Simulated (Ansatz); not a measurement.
# SiAs (doublet): RPA-PBE over vertical spin and charge gaps, cc-pVTZ

How well do these functionals follow the top wave-function level for SiAs (doublet) over vertical spin and charge gaps?

Computed with Ansatz 0.2.0, Gaussian basis. Level: cc-pVTZ, all electrons in the functionals, frozen cores in the correlation of double hybrids and RPA.

Plan: RPA-PBE, at charge 0, doublet; charge 0, quartet; charge 1, singlet; charge 1, triplet.

9 further runs of the same task are left out: 9 set aside as unsound or not needed.

## 1. What is computed

The geometry is a PBE0/def2-TZVP stationary point (not a proven minimum). No spin-orbit coupling is included. The filled d shell of As may be among the frozen orbitals whatever the setting's name suggests; the logs give the count.

2 atoms, charge 0, spin multiplicity 2.

Atoms are counted from 1 here; the program's logs count them from 0.

Bond lengths: Si1–As2 2.173 Å.

No dispersion term is added.

The geometry shown and the zero of energy belong to the point charge 0, doublet. The yardstick, RCCSDT(Q), and other wave-function levels (R restricted, U unrestricted, valence and pair active spaces) come from earlier runs.

## 2. RPA-PBE, charge 0, doublet

in.yaml

```yaml
crystal:
  periodic: [false, false, false]
  atoms:
    - {symbol: Si, position_ang: [0.000000, 0.000000, 0.000000]}
    - {symbol: As, position_ang: [0.000000, 0.000000, 2.172600]}
basis:
  gaussian: {orbitals: cc-pVTZ}
magnetization: {spin_polarized: true, initial_magnetization: 1}
hamiltonian: {xc: {name: PBE}}
correlation: {method: rpa, electrons: outside_noble_gas}
```

On the command line:

```bash
> ansatz run in.yaml --threads 1 --pin off --events-out ev --progress --plain --max-ram 2393MiB
```

What it wrote:

```text
Functional definition: PBE
  name "PBE"
  cite "Perdew, Burke & Ernzerhof, Phys. Rev. Lett. 77, 3865 (1996) doi:10.1103/PhysRevLett.77.3865"
  parent pbe
  parameter kappa = 0.804
  parameter beta = 0.06672455060314922
  exchange = pbe_x(kappa = kappa, mu = beta*pi^2/3)
  correlation = pbe_c(beta = beta)
497 factors; integrals over basis functions are off by at most 1.0e-3 eV
mean field evaluation 1: about -68704.5368 eV, gradient 1.0e1 eV
mean field evaluation 2: about -68704.5373 eV, gradient 1.0e1 eV
mean field evaluation 4: about -68701.8860 eV, gradient 1.9e1 eV
mean field evaluation 8: about -68705.2358 eV, gradient 7.7e-2 eV
mean field evaluation 16: about -68705.2357 eV, gradient 1.7e-4 eV
mean field evaluation 32: about -68705.1179 eV, gradient 3.9e-6 eV
mean field evaluation 64: about -68705.2304 eV, gradient 2.5e-1 eV
mean field evaluation 96: about -68705.2356 eV, gradient 1.9e-2 eV
mean field evaluation 128: about -68705.2322 eV, gradient 6.7e-2 eV
mean field -68705.23567355 eV, -2524.8708409216 hartree, gradient 5.6e-6 eV, S^2 0.753872; 9 other end points of the search recorded, 0 dependent functions left out
19 core orbitals not correlated: weight in the atoms' cores, before any rotation towards them, 1.000 or more for the frozen orbitals, at most 0.000 for the correlated occupied ones
reference -68657.17280047 eV, -2523.1045629141 hartree; 5, 4 occupied and 53, 54 virtual orbitals, 497 factors
Total energy: -68667.26496818 eV, -2523.4754432366 hartree
```

Wall time 15 s (1 thread of Arm Neoverse V1, shared host).

From the report: ⟨S²⟩ of the determinant 0.754 (pure doublet: 0.75).

## 3. RPA-PBE, charge 0, quartet

in.yaml: that of step 2 with these lines changed.

```diff
@@ -7,3 +7,3 @@
   gaussian: {orbitals: cc-pVTZ}
-magnetization: {spin_polarized: true, initial_magnetization: 1}
+magnetization: {spin_polarized: true, initial_magnetization: 3}
 hamiltonian: {xc: {name: PBE}}
```

Launched as before.

What it wrote:

```text
Functional definition: PBE
  name "PBE"
  cite "Perdew, Burke & Ernzerhof, Phys. Rev. Lett. 77, 3865 (1996) doi:10.1103/PhysRevLett.77.3865"
  parent pbe
  parameter kappa = 0.804
  parameter beta = 0.06672455060314922
  exchange = pbe_x(kappa = kappa, mu = beta*pi^2/3)
  correlation = pbe_c(beta = beta)
497 factors; integrals over basis functions are off by at most 1.0e-3 eV
mean field evaluation 1: about -68702.4727 eV, gradient 9.6e0 eV
mean field evaluation 2: about -68702.4732 eV, gradient 9.6e0 eV
mean field evaluation 4: about -68702.3162 eV, gradient 8.1e0 eV
mean field evaluation 8: about -68703.2164 eV, gradient 5.0e-1 eV
mean field evaluation 16: about -68703.2186 eV, gradient 6.6e-5 eV
mean field evaluation 32: about -68702.6561 eV, gradient 2.7e0 eV
mean field evaluation 64: about -68703.0358 eV, gradient 5.7e-1 eV
mean field evaluation 96: about -68702.6561 eV, gradient 2.7e0 eV
mean field evaluation 128: about -68703.0531 eV, gradient 1.5e0 eV
mean field evaluation 160: about -68698.9916 eV, gradient 1.0e1 eV
mean field -68703.21861837 eV, -2524.7967155109 hartree, gradient 3.3e-6 eV, S^2 3.756102; 13 other end points of the search recorded, 0 dependent functions left out
19 core orbitals not correlated: weight in the atoms' cores, before any rotation towards them, 0.999 or more for the frozen orbitals, at most 0.000 for the correlated occupied ones
reference -68655.73557571 eV, -2523.0517458783 hartree; 6, 3 occupied and 52, 55 virtual orbitals, 497 factors
Total energy: -68665.13571884 eV, -2523.3971947666 hartree
```

Run time: 19 s. Hardware: 1 thread of Arm Neoverse V1, shared host.

From the report: ⟨S²⟩ of the determinant 3.756 (pure quartet: 3.75).

From charge 0, doublet: +205.4 kJ/mol.

## 4. RPA-PBE, charge 1, singlet

in.yaml: that of step 3 with these lines changed.

```diff
@@ -7,3 +7,4 @@
   gaussian: {orbitals: cc-pVTZ}
-magnetization: {spin_polarized: true, initial_magnetization: 3}
+total_charge: 1
+magnetization: {spin_polarized: true, initial_magnetization: 0}
 hamiltonian: {xc: {name: PBE}}
```

The command is unchanged.

What it wrote:

```text
Functional definition: PBE
  name "PBE"
  cite "Perdew, Burke & Ernzerhof, Phys. Rev. Lett. 77, 3865 (1996) doi:10.1103/PhysRevLett.77.3865"
  parent pbe
  parameter kappa = 0.804
  parameter beta = 0.06672455060314922
  exchange = pbe_x(kappa = kappa, mu = beta*pi^2/3)
  correlation = pbe_c(beta = beta)
497 factors; integrals over basis functions are off by at most 1.0e-3 eV
mean field evaluation 1: about -68688.8776 eV, gradient 2.7e1 eV
mean field evaluation 2: about -68688.8784 eV, gradient 2.7e1 eV
mean field evaluation 4: about -68694.0519 eV, gradient 1.4e1 eV
mean field evaluation 8: about -68693.1468 eV, gradient 1.5e1 eV
mean field evaluation 16: about -68695.4246 eV, gradient 9.9e-5 eV
mean field evaluation 32: about -68696.2360 eV, gradient 8.4e-4 eV
mean field evaluation 64: about -68696.2211 eV, gradient 6.0e-1 eV
mean field evaluation 96: about -68695.4246 eV, gradient 2.1e-6 eV
mean field evaluation 128: about -68695.7816 eV, gradient 6.3e0 eV
mean field evaluation 160: about -68696.2357 eV, gradient 1.1e-1 eV
mean field evaluation 192: about -68696.1771 eV, gradient 8.0e-1 eV
mean field evaluation 224: about -68696.2324 eV, gradient 4.4e-2 eV
mean field evaluation 256: about -68696.2343 eV, gradient 8.8e-2 eV
mean field evaluation 288: about -68695.4249 eV, gradient 1.4e-1 eV
mean field evaluation 320: about -68696.1971 eV, gradient 2.4e-1 eV
mean field evaluation 352: about -68695.4235 eV, gradient 6.8e-1 eV
mean field -68696.23595960 eV, -2524.5401075342 hartree, gradient 1.0e-7 eV, S^2 1.013090; 22 other end points of the search recorded, 0 dependent functions left out
19 core orbitals not correlated: weight in the atoms' cores, before any rotation towards them, 1.000 or more for the frozen orbitals, at most 0.000 for the correlated occupied ones
reference -68649.14633834 eV, -2522.8095958712 hartree; 4, 4 occupied and 54, 54 virtual orbitals, 497 factors
Total energy: -68658.10491611 eV, -2523.1388175320 hartree
```

Run time: 47 s. Hardware: 1 thread of Arm Neoverse V1, shared host.

From the report: ⟨S²⟩ of the determinant 1.013 (pure singlet: 0.00). The determinant is far from a pure spin state, so its energy mixes those of several spin states (harmless only where they are near-degenerate, as at dissociation).

From charge 0, doublet: +883.8 kJ/mol.

## 5. RPA-PBE, charge 1, triplet

in.yaml: that of step 4 with these lines changed.

```diff
@@ -8,3 +8,3 @@
 total_charge: 1
-magnetization: {spin_polarized: true, initial_magnetization: 0}
+magnetization: {spin_polarized: true, initial_magnetization: 2}
 hamiltonian: {xc: {name: PBE}}
```

The command is unchanged.

What it wrote:

```text
Functional definition: PBE
  name "PBE"
  cite "Perdew, Burke & Ernzerhof, Phys. Rev. Lett. 77, 3865 (1996) doi:10.1103/PhysRevLett.77.3865"
  parent pbe
  parameter kappa = 0.804
  parameter beta = 0.06672455060314922
  exchange = pbe_x(kappa = kappa, mu = beta*pi^2/3)
  correlation = pbe_c(beta = beta)
497 factors; integrals over basis functions are off by at most 1.0e-3 eV
mean field evaluation 1: about -68693.4953 eV, gradient 1.8e1 eV
mean field evaluation 2: about -68693.4964 eV, gradient 1.8e1 eV
mean field evaluation 4: about -68694.3442 eV, gradient 1.5e1 eV
mean field evaluation 8: about -68696.3878 eV, gradient 2.6e-1 eV
mean field evaluation 16: about -68696.3885 eV, gradient 2.2e-4 eV
mean field evaluation 32: about -68696.4779 eV, gradient 3.8e-2 eV
mean field evaluation 64: about -68696.2537 eV, gradient 3.8e0 eV
mean field evaluation 96: about -68696.4759 eV, gradient 4.8e-1 eV
mean field evaluation 128: about -68696.4441 eV, gradient 3.5e-1 eV
mean field evaluation 160: about -68692.0805 eV, gradient 1.3e1 eV
mean field -68696.47831328 eV, -2524.5490138677 hartree, gradient 1.0e-7 eV, S^2 2.007914; 11 other end points of the search recorded, 0 dependent functions left out
19 core orbitals not correlated: weight in the atoms' cores, before any rotation towards them, 1.000 or more for the frozen orbitals, at most 0.000 for the correlated occupied ones
reference -68649.67628056 eV, -2522.8290708886 hartree; 5, 3 occupied and 53, 55 virtual orbitals, 497 factors
Total energy: -68658.36599075 eV, -2523.1484118480 hartree
```

It took 23 s on 1 thread of Arm Neoverse V1, shared host.

From the report: ⟨S²⟩ of the determinant 2.008 (pure triplet: 2.00).

From charge 0, doublet: +858.6 kJ/mol.

## 6. The comparison

The yardstick is RCCSDT(Q), where the cluster series has nearly closed. It comes from earlier runs at the same points. Energies in kJ/mol, counted from charge 0, doublet; blanks weren't run or aren't comparable.

```
    level  doublet to quartet  ionisation to the singlet cation  ionisation to the triplet cation
RCCSDT(Q)                                                                                   841.7
  RPA-PBE               205.4                             883.8                             858.6
```

Largest miss and mean time a point (RCCSDT(Q) took 81 s a point; shared hosts):

```
  level  largest miss (kJ/mol)                             where  time a point
RPA-PBE                  +16.9  ionisation to the triplet cation          26 s
```

## 7. Outcome

```
                                   quantity                                            value
ionisation to the triplet cation, RCCSDT(Q)                                     841.7 kJ/mol
                      largest miss, RPA-PBE  +16.9 kJ/mol (ionisation to the triplet cation)
```

What this shows: Misses are known at 1 of 3 points at best, and only functionals with that many are ranked. RPA-PBE strays by up to 16.9 kJ/mol, at ionisation to the triplet cation. RPA-PBE clearly breaks the spin symmetry at some points (⟨S²⟩ up to 1.01 above the pure value), so energy there is bought with a mixed spin. Functionals and the yardstick converge differently with the basis, so part of each miss in cc-pVTZ is the basis. The program flags that the yardstick's amplitudes may have other solutions at some points.
